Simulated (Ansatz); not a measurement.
CoNiO2 from CoO and NiO, a reaction energy

Program: Ansatz's Python interface.

The script, `reaction.py`:
```python
from collections import Counter
import warnings

import ansatz as az
import numpy as np
from pymatgen.analysis.reaction_calculator import ComputedReaction
from pymatgen.entries.computed_entries import ComputedEntry

PHASES = {
    "CoNiO2 P4/mmm": (
        [[3.014333, 0.0, 0.0], [0.0, 3.014333, 0.0], [0.0, 0.0, 4.222285]],
        [
            ("Co", [0.5, 0.5, 0.5]),
            ("Ni", [0.0, 0.0, 0.0]),
            ("O", [0.5, 0.5, 0.0]),
            ("O", [0.0, 0.0, 0.5]),
        ],
    ),
    "CoO Fm-3m": (
        [[0.0, 2.1315, 2.1315], [2.1315, 0.0, 2.1315], [2.1315, 2.1315, 0.0]],
        [
            ("Co", [0.0, 0.0, 0.0]),
            ("O", [0.5, 0.5, 0.5]),
        ],
    ),
    "NiO Fm-3m": (
        [[0.0, 2.085902, 2.085902], [2.085902, 0.0, 2.085902], [2.085902, 2.085902, 0.0]],
        [
            ("Ni", [0.0, 0.0, 0.0]),
            ("O", [0.5, 0.5, 0.5]),
        ],
    ),
}
MOMENTS = {"Co": 2.5, "Ni": 1.5}  # parallel starting moments in muB


def build(vectors, sites):
    crystal = az.Crystal(lattice=az.Lattice.of(vectors))
    for symbol, position in sites:
        crystal = crystal.atom(symbol, position)
    return crystal

ELEMENTS = {"-"}


def run_phase(name, crystal):
    calc = (
        crystal.calculation()
        .functional("pbe")
        .basis(16 * az.Ha, density_ratio=4)
        .scf(tolerance=1e-08)
        .kpoints(spacing=0.39)
        .occupations("fermi_dirac", width=0.05)
        .spin("collinear")
        .stress()
    )
    if "Co" in crystal.species() and name not in ELEMENTS:
        calc = calc.hubbard("Co", "d", u_eff=2.0)
    if "Ni" in crystal.species() and name not in ELEMENTS:
        calc = calc.hubbard("Ni", "d", u_eff=4.0)
    calc = calc.relax(force_tolerance=0.01, max_steps=60, fix_cell=["shape"])
    return calc.run(threads=1, backend="cpu")


def counts(outcome):
    return Counter(site.symbol for site in outcome.lattice.sites)


def volume_per_atom(outcome):
    return abs(np.linalg.det(outcome.lattice.cell_ang)) / len(outcome.lattice.sites)

warnings.simplefilter("ignore", az.DeckWarning)

phases = {name: build(*cell) for name, cell in PHASES.items()}
for name in ["CoNiO2 P4/mmm", "CoO Fm-3m", "NiO Fm-3m"]:
    phases[name] = phases[name].moments({e: m for e, m in MOMENTS.items() if e in phases[name].species()})

done = {}
for name, crystal in phases.items():
    done[name] = run_phase(name, crystal)
    print(f"{name}: {done[name].report['energy_sigma0_ev']:.4f} eV, {len(done[name].lattice.sites)} atoms")

entry = {name: ComputedEntry(dict(counts(o)), o.report["energy_sigma0_ev"]) for name, o in done.items()}
reaction = ComputedReaction([entry["CoO Fm-3m"], entry["NiO Fm-3m"]], [entry["CoNiO2 P4/mmm"]])
reaction.normalize_to(entry["CoNiO2 P4/mmm"].composition.reduced_composition)
print(reaction)
print("energy per formula unit of the product:", round(reaction.calculated_reaction_energy, 4), "eV")
for name, o in done.items():
    print(f"  {name:18s} {volume_per_atom(o):7.3f} A^3/atom")
```

Running `python reaction.py` prints:
```text
RunWarning: this relaxation goes on in a lower state, found at its end (end_state_compared): <dir> holds labels of the higher one, and is kept as <dir>
CoNiO2 P4/mmm: -12096.6099 eV, 4 atoms
CoO Fm-3m: -5691.6316 eV, 2 atoms
NiO Fm-3m: -6405.0104 eV, 2 atoms
CoO + NiO -> CoNiO2
energy per formula unit of the product: 0.032 eV
  CoNiO2 P4/mmm        9.838 A^3/atom
  CoO Fm-3m           10.016 A^3/atom
  NiO Fm-3m            9.622 A^3/atom
```
(Warnings from the package without file and line, repeats left out.)

Caveats:
- These settings explore the input space; cutoff and mesh may be short of convergence.
- Other magnetic orders than the one started from may lie lower.
- U, its shell and the double counting are chosen to explore, and aren't derived for this compound.
- The program warned that this SCF threshold is loose for forces or stresses.
- Atoms and volume are relaxed with the cell's shape held, which in cells of lower than cubic symmetry can hide stresses and shift volumes.
- The cells come from databases of deposited and of computed structures, and not all need be stable phases.
- The reactants and the product are the structures named, not necessarily the lowest of each compound, so sign and change of volume hang on that choice. Magnetic phases start from parallel moments and may not end in their lowest magnetic state. A semilocal functional's error on such energies is often 0.05 to 0.1 eV an atom, and 0.1 to 0.3 eV against gases such as O2 or F2.
- The script silences the warnings on its input, which a real study should read.
- Timing: 2.7 min on 1 thread of Intel(R) Xeon(R) 6975P-C (Granite Rapids), with other jobs on the host, peak memory 1.1 GiB.

(Lines on the test bed's own set-up are left out of the output.)
